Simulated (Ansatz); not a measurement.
**BH2Cl3 (built from SMILES Cl.ClBCl): search for a transition state**

Aim: find the saddle point of a four-centre ligand exchange that is to form B1–Cl6, H2–H5 and break B1–H2, H5–Cl6, prove it by its vibrations, and relax downhill on both sides to see what it joins.

Method: PBE0-D4, def2-SVP first, then def2-TZVP; program: Ansatz 0.2.0, Gaussian basis.

**1. Where the work starts**

The guess: 6 atoms, charge 0, spin multiplicity 1.

Atoms are counted from 1 here; the program's logs count them from 0.

Bond lengths: B1–H2 1.381 Å, B1–Cl3 1.755 Å, B1–Cl4 1.755 Å, B1–Cl6 2.056 Å. Angles: H2–B1–Cl3 108.1°, H2–B1–Cl4 108.1°, H2–B1–Cl6 96.3°, Cl3–B1–Cl4 121.2°, Cl3–B1–Cl6 110.1°, Cl4–B1–Cl6 110.1°.

Coordinates:

```
atom     x (Å)     y (Å)     z (Å)
  B1  -0.24980  -0.21260  -0.17250
  H2   0.57650   0.74100  -0.73290
 Cl3   0.23480  -1.78360  -0.78770
 Cl4  -1.90660   0.34920  -0.31560
  H5   0.93280   0.88170   0.24950
 Cl6   0.41220   0.02430   1.75920
```

Distances that are to change: B1–Cl6 2.06 Å, H2–H5 1.05 Å, B1–H2 1.38 Å, H5–Cl6 1.81 Å.

**2. Constrained relaxation of the guess**

The input, hold/in.yaml:

```yaml
crystal:
  periodic: [false, false, false]
  atoms:
    - {symbol: B, position_ang: [-0.249800, -0.212600, -0.172500]}
    - {symbol: H, position_ang: [0.576500, 0.741000, -0.732900]}
    - {symbol: Cl, position_ang: [0.234800, -1.783600, -0.787700]}
    - {symbol: Cl, position_ang: [-1.906600, 0.349200, -0.315600]}
    - {symbol: H, position_ang: [0.932800, 0.881700, 0.249500]}
    - {symbol: Cl, position_ang: [0.412200, 0.024300, 1.759200]}
basis:
  gaussian: {orbitals: def2-SVP}
hamiltonian: {xc: pbe0, dispersion: d4}
relax: {f_tol: 0.04, max_steps: 150, escape_saddle: false, constraints: [{distance: [0, 5]}, {distance: [1, 4]}, {distance: [0, 1]}, {distance: [4, 5]}]}
```

Launch:

```console
ansatz run in.yaml --threads 2 --pin off --events-out ev --progress --plain --max-ram 4352MiB
```

After this run come: A starting Hessian; Saddle search in the small basis; Saddle search in triple zeta; Checking the order of the point; Relaxing after a step of 0.30 Å one way along the mode; Relaxing after a step of 0.30 Å the other way along the mode.

**Question.** What will these runs give? Wanted: imaginary mode; barrier from the start side; barrier from the end side; energy of the step; pairs that change; zero-point energy at the saddle.

The runs gave:

```
                       quantity                                                     value
                 imaginary mode                                                 882i cm⁻¹
    barrier from the start side                                             21.1 kcal/mol
      barrier from the end side                                             34.1 kcal/mol
             energy of the step                                            -13.0 kcal/mol
              pairs that change  B1–Cl6 formed, H2–H5 formed, B1–H2 broken, H5–Cl6 broken
zero-point energy at the saddle                                                  0.613 eV
```

What this shows: One imaginary mode, 882i cm⁻¹, makes this a first-order saddle. The two relaxations end on the structures that were planned. At PBE0-D4/def2-TZVP the electronic barrier is 21.1 kcal/mol, about 36 kT at 298 K, and the step runs 13.0 kcal/mol downhill. A step off the saddle overshot and began above it in energy, so the link to its end is likely but not proven.
